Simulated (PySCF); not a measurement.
# RuH₃⁺: relaxation and vibrations of the singlet

Aim: relax RuH₃⁺ as a singlet from a PBE0 minimum start, check by its vibrations whether the end is a minimum, and collect its spectrum and constants.

Program: PySCF 2.14.0. Level of theory: PBE0, basis Ru def2-TZVP with ECP28, H def2-TZVP, scalar-relativistic core potentials, no spin–orbit coupling, density fitting. These are calculated values, not measurements.

## Step 1: The system as given

4 atoms, charge 1, spin multiplicity 1.

Bond lengths: Ru1–H2 1.568 Å, Ru1–H3 1.580 Å, Ru1–H4 1.525 Å. Angles: H2–Ru1–H3 39.1°, H2–Ru1–H4 62.1°, H3–Ru1–H4 101.2°.

Z-matrix (Å, degrees; charge 1 multiplicity 1):
```
Ru
H  1 1.5679
H  1 1.5796 2 39.12
H  1 1.5252 2 62.06 3 180.00
```

## Step 2: First SCF at the start

One driver script runs all steps and calls PySCF; scf.py shows how it sets up the SCF of each step. The optimiser is the driver's own. After this first run the driver tries any further starts and a stability analysis.

File scf.py:

```python
from pyscf import gto, scf, dft
mol = gto.M(atom='''
Ru    -0.001115     0.000000    -0.034233
H      0.225206    -0.000000     1.517235
H      1.161940    -0.000000     1.034580
H     -1.231244    -0.000000     0.867483''',
    basis={'Ru': 'def2-TZVP', 'H': 'def2-TZVP'},
    ecp={'Ru': 'def2-TZVP'},
    charge=1, spin=0)
mf = dft.RKS(mol, xc='PBE0')
mf.grids.atom_grid = (50, 194)
aux = {'Ru': 'def2-universal-JKFIT', 'H': 'def2-universal-JKFIT'}
mf = mf.density_fit(auxbasis=aux)
mf.conv_tol = 1e-08
mf.diis_space = 10
mf.max_cycle = 60
mf.init_guess = 'minao'
mf.verbose = 4
mf.kernel()
```

On the command line:

```console
$ OMP_NUM_THREADS=2 python axn.py task.json out
```

Log:

```text
init E= -88.7217782306128
  HOMO = -0.665043490535606  LUMO = -0.601973158417562  gap/eV = 1.71623
cycle= 1 E= -95.9390083098597  delta_E= -7.22  |g|= 1.34  |ddm|= 3.91
  HOMO = -0.217238504745314  LUMO = -0.190194954409839  gap/eV = 0.73589
cycle= 2 E= -94.6262649263286  delta_E= 1.31  |g|= 2.72  |ddm|= 2.41
  HOMO = -0.528468749721003  LUMO = -0.410605085530495  gap/eV = 3.20723
cycle= 3 E= -96.2733271956673  delta_E= -1.65  |g|= 0.161  |ddm|= 1.99
  HOMO = -0.515239847510631  LUMO = -0.393350039215067  gap/eV = 3.31679
cycle= 4 E= -96.2784539521456  delta_E= -0.00513  |g|= 0.115  |ddm|= 0.166
  HOMO = -0.516335657555226  LUMO = -0.391568625100597  gap/eV = 3.39508
cycle= 5 E= -96.2809233101159  delta_E= -0.00247  |g|= 0.0267  |ddm|= 0.0581
  HOMO = -0.521164314869286  LUMO = -0.394936094033723  gap/eV = 3.43484
cycle= 6 E= -96.2811210122213  delta_E= -0.000198  |g|= 0.00499  |ddm|= 0.0231
  HOMO = -0.522495588857454  LUMO = -0.39562361348252  gap/eV = 3.45236
cycle= 7 E= -96.2811394265784  delta_E= -1.84e-05  |g|= 0.00148  |ddm|= 0.0111
  HOMO = -0.522667029972959  LUMO = -0.395638254635159  gap/eV = 3.45663
cycle= 8 E= -96.2811418484123  delta_E= -2.42e-06  |g|= 0.0009  |ddm|= 0.00422
  HOMO = -0.522689608572033  LUMO = -0.395609603434367  gap/eV = 3.45802
cycle= 9 E= -96.2811424633048  delta_E= -6.15e-07  |g|= 0.00018  |ddm|= 0.00211
  HOMO = -0.522741600582543  LUMO = -0.395637758123626  gap/eV = 3.45867
cycle= 10 E= -96.2811425304405  delta_E= -6.71e-08  |g|= 3.67e-05  |ddm|= 0.00096
  HOMO = -0.522746601548871  LUMO = -0.395639313205883  gap/eV = 3.45877
cycle= 11 E= -96.2811425319351  delta_E= -1.49e-09  |g|= 7.82e-06  |ddm|= 0.000135
  HOMO = -0.522746904372956  LUMO = -0.395639898136396  gap/eV = 3.45876
Extra cycle  E= -96.2811425319819  delta_E= -4.69e-11  |g|= 1.01e-05  |ddm|= 1.72e-05
converged SCF energy = -96.2811425319819
```

This step, with its further starts and checks, needed 2 s of wall time on 2 threads of Arm Neoverse N1, shared host.

The test of internal stability found no lower closed-shell solution.

## Step 3: PBE0 minimum start, singlet: relaxation

The program finds Cs symmetry in the start, which this walk keeps. The walk stops when the largest gradient is under 0.0003 Eh/bohr and the energy has settled too.

scf.py, as its differences from that of step 2:

```diff
@@ -3,4 +3,4 @@
-Ru    -0.001115     0.000000    -0.034233
-H      0.225206    -0.000000     1.517235
-H      1.161940    -0.000000     1.034580
-H     -1.231244    -0.000000     0.867483''',
+Ru    -0.001530     0.000000    -0.033829
+H      0.224791     0.000000     1.517639
+H      1.161525     0.000000     1.034984
+H     -1.231659     0.000000     0.867887''',
@@ -17 +16,0 @@
-mf.init_guess = 'minao'
```

The optimiser's trace:

```tsv
step	energy (Eh)	change (kJ/mol)	largest symmetric gradient (Eh/bohr)
0	-96.281143	0.00	0.00018
```

The walk took 0.9 s.

It settles in Cs symmetry, 0.0 kJ/mol below the start, after 0 steps: Ru–H 1.525 Å, Ru–H 1.568 Å, Ru–H 1.580 Å; H–Ru–H 39.1°, H–Ru–H 62.1°, H–Ru–H 101.2°.

## Step 4: Is it a minimum? Harmonic modes

On the finer grid the gradient is checked again; gradients at displacements of ±0.02 bohr then give force constants and infrared intensities.

scf.py, as its differences from that of step 3:

```diff
@@ -11 +11 @@
-mf.grids.atom_grid = (50, 194)
+mf.grids.atom_grid = (75, 302)
@@ -14 +14 @@
-mf.conv_tol = 1e-08
+mf.conv_tol = 1e-10
```

This SCF starts from the last density.

SCF at the final geometry:

```text
init E= -96.2811416848729
  HOMO = -0.52274815223466  LUMO = -0.395635803374875  gap/eV = 3.45890
cycle= 1 E= -96.2811416848728  delta_E= 4.26e-14  |g|= 3.26e-06  |ddm|= 3.66e-06
  HOMO = -0.522748077084574  LUMO = -0.395635760609669  gap/eV = 3.45890
Extra cycle  E= -96.2811416848725  delta_E= 3.69e-13  |g|= 3.53e-06  |ddm|= 3.9e-06
converged SCF energy = -96.2811416848725
```

The whole step took 32 s.

Geometry: Cs; Ru–H 1.525 Å, Ru–H 1.568 Å, Ru–H 1.580 Å; H–Ru–H 39.1°, H–Ru–H 62.1°, H–Ru–H 101.2°.

Modes, for the most abundant isotopes:

```tsv
symmetry	ω (cm⁻¹)	IR (km/mol)	type
a'	543	141	bend
a''	584	2.5	bend
a'	963	52.5	bend
a'	2219	3.5	stretch
a'	2286	10.5	stretch
a'	2296	14.1	stretch
```

All wavenumbers are real: a minimum.

Constants and moments:

| Property | Result |
| --- | --- |
| Dipole moment about the centre of mass | 0.53 D |
| Highest occupied level | -14.22 eV |
| Lowest empty level | -10.77 eV |
| Rotational constants | 6.057, 3.803, 2.336 cm⁻¹ |
| Zero-point energy | 53.2 kJ/mol |
| Principal polarisabilities | 15.4, 22.2, 29.5 bohr³ |
| Principal traceless quadrupole moments about the centre of mass | -2.21, -0.41, 2.62 D Å |
| Entropy at 298.15 K and 1 bar | 238.9 J/(mol K) |
| Heat capacity Cp at 298.15 K | 44.4 J/(mol K) |
| Enthalpy at 298.15 K above 0 K | 10.98 kJ/mol |
| Rotational symmetry number | 1 |

Charges (e) and bond orders:

```csv
atom,Mulliken,Löwdin,polar tensor,Mayer order to Ru1
Ru1,0.53,0.53,0.79,–
H2,0.18,0.18,0.17,0.67
H3,0.14,0.16,0.06,0.73
H4,0.15,0.13,-0.02,0.95
```

Outer orbital energies (eV). occupied: -59.10, -58.93, -58.54, -20.17, -16.96, -15.10, -14.70, -14.22; empty: -10.77, -8.31, -7.51, -5.56.

Mulliken populations on Ru1 (outside its core potential): s 2.32, p 6.13, d 7.02, f 0.00.

## Step 5: A spin-polarised start

A stability analysis found the closed shell of the lowest minimum unstable towards spin polarisation, so the unrestricted solution is followed.

The program finds Cs symmetry in the start, which may break. The walk stops when the largest gradient is under 0.0003 Eh/bohr and the energy has settled too.

scf.py, as its differences from that of step 4:

```diff
@@ -10,2 +10,2 @@
-mf = dft.RKS(mol, xc='PBE0')
-mf.grids.atom_grid = (75, 302)
+mf = dft.UKS(mol, xc='PBE0')
+mf.grids.atom_grid = (50, 194)
@@ -14 +14 @@
-mf.conv_tol = 1e-10
+mf.conv_tol = 1e-08
```

Steps of the walk:

```tsv
step	energy (Eh)	change (kJ/mol)	largest gradient (Eh/bohr)
0	-96.297166	0.00	0.01942
1	-96.297929	-2.00	0.01323
2	-96.298763	-4.19	0.00433
3	-96.298815	-4.33	0.00305
4	-96.298887	-4.52	0.00119
5	-96.298897	-4.54	0.00106
6	-96.298909	-4.58	0.00034
7	-96.298910	-4.58	0.00007
```

The walk took 14 s.

Positions (Å) and forces (eV/Å) along the way:

```
step 0
Ru  -0.002   0.000  -0.034   0.076   0.000  -0.998
H    0.225   0.000   1.518   0.145   0.000   0.213
H    1.162   0.000   1.035  -0.101   0.000   0.380
H   -1.232   0.000   0.868  -0.121   0.000   0.405
step 1
Ru   0.000   0.000  -0.050  -0.053   0.000  -0.680
H    0.225   0.000   1.510   0.141   0.000   0.148
H    1.148   0.000   1.046  -0.070   0.000   0.306
H   -1.221   0.000   0.880  -0.017   0.000   0.226
step 4
Ru  -0.013   0.001  -0.094   0.023   0.000  -0.007
H    0.249   0.002   1.499   0.037  -0.002  -0.014
H    1.110  -0.002   1.085   0.001   0.001   0.007
H   -1.193  -0.001   0.897  -0.061   0.001   0.014
step 7
Ru  -0.016  -0.001  -0.091  -0.001   0.001  -0.003
H    0.263  -0.001   1.502   0.003   0.001   0.003
H    1.113   0.001   1.087  -0.002  -0.001  -0.004
H   -1.207   0.001   0.889   0.000  -0.001   0.005
```

After 7 steps and 4.6 kJ/mol it ends at Cs: H–H 0.946 Å, Ru–H 1.543 Å, Ru–H 1.617 Å, Ru–H 1.632 Å; H–H–Ru 72.2°, H–H–Ru 73.9°, H–Ru–H 33.8°, H–Ru–H 60.4°, H–Ru–H 94.3°.

## Step 6: Frequencies

The same treatment as at the point before.

scf.py, as its differences from that of step 5:

```diff
@@ -3,4 +3,4 @@
-Ru    -0.001530     0.000000    -0.033829
-H      0.224791     0.000000     1.517639
-H      1.161525     0.000000     1.034984
-H     -1.231659     0.000000     0.867887''',
+Ru    -0.001618    -0.000017    -0.036408
+H      0.276158     0.000704     1.557165
+H      1.126345     0.000478     1.142225
+H     -1.191992     0.000485     0.945165''',
@@ -11 +11 @@
-mf.grids.atom_grid = (50, 194)
+mf.grids.atom_grid = (75, 302)
@@ -14 +14 @@
-mf.conv_tol = 1e-08
+mf.conv_tol = 1e-10
```

SCF at the final geometry:

```text
init E= -96.2989020971834
[... the frontier-level lines of each cycle are left out ...]
cycle= 1 E= -96.2989020971837  delta_E= -3.27e-13  |g|= 1.22e-06  |ddm|= 1.61e-06
Extra cycle  E= -96.2989020971825  delta_E= 1.25e-12  |g|= 2.41e-06  |ddm|= 2.29e-06
converged SCF energy = -96.2989020971825  <S^2> = 0.90970379  2S+1 = 2.1537909
```

The whole step needed 73 s of wall time on 2 threads of Arm Neoverse N1, shared host.

Geometry: Cs; H–H 0.946 Å, Ru–H 1.543 Å, Ru–H 1.618 Å, Ru–H 1.631 Å; H–H–Ru 72.3°, H–H–Ru 73.9°, H–Ru–H 33.9°, H–Ru–H 60.4°, H–Ru–H 94.2°.

Modes, for the most abundant isotopes:

```csv
ω (cm⁻¹),IR (km/mol),μ (u)
426,2.1,1.01
727,50.2,1.01
1071,116,1.03
2045,15.5,1.01
2218,1.2,1.02
2420,12.8,1.01
```

Every mode is real; the point is a minimum.

Here the density breaks the symmetry of the frame, and no labels are given.

Properties at this point:

* Dipole moment about the centre of mass: 0.53 D
* Highest occupied level: -14.53 eV
* Lowest empty level: -10.07 eV
* Rotational constants: 6.43, 3.399, 2.223 cm⁻¹
* Zero-point energy: 53.3 kJ/mol
* Principal polarisabilities: 18.4, 22.7, 29.2 bohr³
* Principal traceless quadrupole moments about the centre of mass: -1.85, -1.32, 3.17 D Å
* Entropy at 298.15 K and 1 bar: 239.6 J/(mol K)
* Heat capacity Cp at 298.15 K: 43.8 J/(mol K)
* Enthalpy at 298.15 K above 0 K: 11.01 kJ/mol
* Rotational symmetry number: 1
* Spin squared ⟨S²⟩: 0.910

Charges (e) and bond orders:

| atom | Mulliken | Löwdin | polar tensor | spin (Mulliken) | Mayer order to Ru1 |
| --- | --- | --- | --- | --- | --- |
| Ru1 | 0.54 | 0.55 | 0.79 | 0.00 | – |
| H2 | 0.17 | 0.17 | 0.17 | 0.00 | 0.56 |
| H3 | 0.13 | 0.16 | 0.06 | 0.00 | 0.63 |
| H4 | 0.15 | 0.12 | -0.02 | 0.00 | 0.95 |

Mulliken populations on Ru1 (outside its core potential): s 2.40, p 6.14, d 6.92, f 0.00.

## Step 7: The points found, side by side

| spin | group | bonds | imaginary modes (cm⁻¹) | ΔE (kJ/mol) | with zero-point energy |
| --- | --- | --- | --- | --- | --- |
| broken-symmetry (Ms = 0) | Cs (density of lower symmetry) | H–H 0.946 Å, Ru–H 1.543 Å, Ru–H 1.618 Å, Ru–H 1.631 Å | none | 0.0 | 0.0 |
| singlet | Cs | Ru–H 1.525 Å, Ru–H 1.568 Å, Ru–H 1.580 Å | none | 46.6 | 46.5 |

## Step 8: Results

```
                                          quantity                                                                                                                        value
                                           minimum                                                                                                 broken-symmetry (Ms = 0), Cs
                                          geometry  H–H 0.946 Å, Ru–H 1.543 Å, Ru–H 1.618 Å, Ru–H 1.631 Å; H–H–Ru 72.3°, H–H–Ru 73.9°, H–Ru–H 33.9°, H–Ru–H 60.4°, H–Ru–H 94.2°
                                wavenumbers (cm⁻¹)                                                                                             426, 727, 1071, 2045, 2218, 2420
                    dipole moment (centre of mass)                                                                                                                       0.53 D
highest occupied, lowest empty level (either spin)                                                                                                            -14.53, -10.07 eV
                        polar-tensor charge of Ru1                                                                                                                      +0.79 e
                                 zero-point energy                                                                                                                  53.3 kJ/mol
                               entropy at 298.15 K                                                                                                              239.6 J/(mol K)
                                              ⟨S²⟩                                                                                                                        0.910
```

The PBE0 minimum start keeps its Cs symmetry and ends in a minimum. The determinant is spin-contaminated (⟨S²⟩ = 0.91 against 0.00), so it is no pure spin state. The strongest infrared band lies at 1071 cm⁻¹. Only this shape and spin were tried, so other structures or states may lie lower. The SCF density has lower symmetry than the nuclear frame.

The search up to here took 2.1 min.
